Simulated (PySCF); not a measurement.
**Changing the system itself: GeB⁺ (triplet)**

How does GeB⁺ (triplet) answer to another spin, charge, distance or environment?

Computed with PySCF 2.14.0. Level: each script names its method and basis.

5 further runs of the same task are left out: 5 that didn't finish.

### 1 The system as given

GeB⁺ (triplet): 2 atoms, charge 1, spin multiplicity 3.

Bond lengths: Ge1–B2 2.075 Å.

### 2 Base script

Input file input.py:

```python
from pyscf import gto, scf
from pyscf.geomopt.geometric_solver import optimize

mol = gto.M(
    atom='Ge 0 0 0; B 0 0 2.075',
    basis='x2c-svpall',
    charge=1,
    spin=2,
    symmetry=True,
    verbose=4,
)
mf = scf.UHF(mol)
mf = mf.sfx2c1e()
mf.kernel()
mol_eq = optimize(mf, maxsteps=30)
print('optimised geometry (angstrom)')
print(mol_eq.tostring('raw'))
print('orbital energies (hartree):', [e[max(0, n-3):n+3].round(4) for e, n in zip(mf.mo_energy, mol.nelec)])
```

Launch:

```sh
> OMP_NUM_THREADS=1 python input.py
```

The log of this run is left out.

In short: at the starting geometry E(SCF) = -2120.949652 Eh, ⟨S²⟩ = 2.096, optimised bond 1.999 Å in 5 steps; the optimisation lowers the energy by 0.030 eV.

The triplet is typed in the script; nothing here shows that it is the ground state.

### 3 Bond 2.22 Å

Variant 1 changes bond length: 2.075 Å → 2.22 Å.

Input file input.py:

```python
from pyscf import gto, scf
from pyscf.geomopt.geometric_solver import optimize

mol = gto.M(
    atom='Ge 0 0 0; B 0 0 2.22',
    basis='x2c-svpall',
    charge=1,
    spin=2,
    symmetry=True,
    verbose=4,
)
mf = scf.UHF(mol)
mf = mf.sfx2c1e()
mf.kernel()
mol_eq = optimize(mf, maxsteps=30)
print('optimised geometry (angstrom)')
print(mol_eq.tostring('raw'))
print('orbital energies (hartree):', [e[max(0, n-3):n+3].round(4) for e, n in zip(mf.mo_energy, mol.nelec)])
```

Launch:

```sh
> OMP_NUM_THREADS=1 python input.py
```

### 4 Electric field -0.01 a.u.

Variant 2 changes electric field: none → -0.01 a.u.; point-group symmetry: on → off; step after the SCF: optimize → analyze.

Input file input.py:

```python
from pyscf import gto, scf

mol = gto.M(
    atom='Ge 0 0 0; B 0 0 2.075',
    basis='x2c-svpall',
    charge=1,
    spin=2,
    verbose=4,
)
mf = scf.UHF(mol)
mf = mf.sfx2c1e()
field = -0.01  # electric field along z, atomic units
h = mf.get_hcore() + field*mol.intor('int1e_r')[2]
mf.get_hcore = lambda *args: h
e_nuc = mol.energy_nuc() - field*mol.atom_charges() @ mol.atom_coords()[:, 2]
mf.energy_nuc = lambda *args: e_nuc
mf.kernel()
mf.analyze()
print('orbital energies (hartree):', [e[max(0, n-3):n+3].round(4) for e, n in zip(mf.mo_energy, mol.nelec)])
```

### 5 Bond 1.93 Å

Variant 3 changes bond length: 2.075 Å → 1.93 Å.

Edit input.py of step 2 so:

```diff
@@ -4,3 +4,3 @@
 mol = gto.M(
-    atom='Ge 0 0 0; B 0 0 2.075',
+    atom='Ge 0 0 0; B 0 0 1.93',
     basis='x2c-svpall',
```

What does the calculation give? Wanted: for each run, E(SCF); from base; gap, α spin; after the SCF.

As calculated:

```
                      run  E(SCF) (hartree)  from base (eV)  cycles  gap, α spin (eV)            after the SCF
                     base      -2120.949652               0      17              7.94  bond 1.999 Å, -0.030 eV
              bond 2.22 Å      -2120.943625         +0.1640      16              7.29  bond 1.999 Å, -0.194 eV
electric field -0.01 a.u.      -2120.940285  not comparable      17              7.91                      n/a
              bond 1.93 Å      -2120.949569         +0.0022      17              8.66  bond 1.999 Å, -0.033 eV
```

SCF columns refer to the geometry typed in the script.

In words: The largest comparable shift of the SCF energy, +0.164 eV, comes with the run “bond 2.22 Å”.
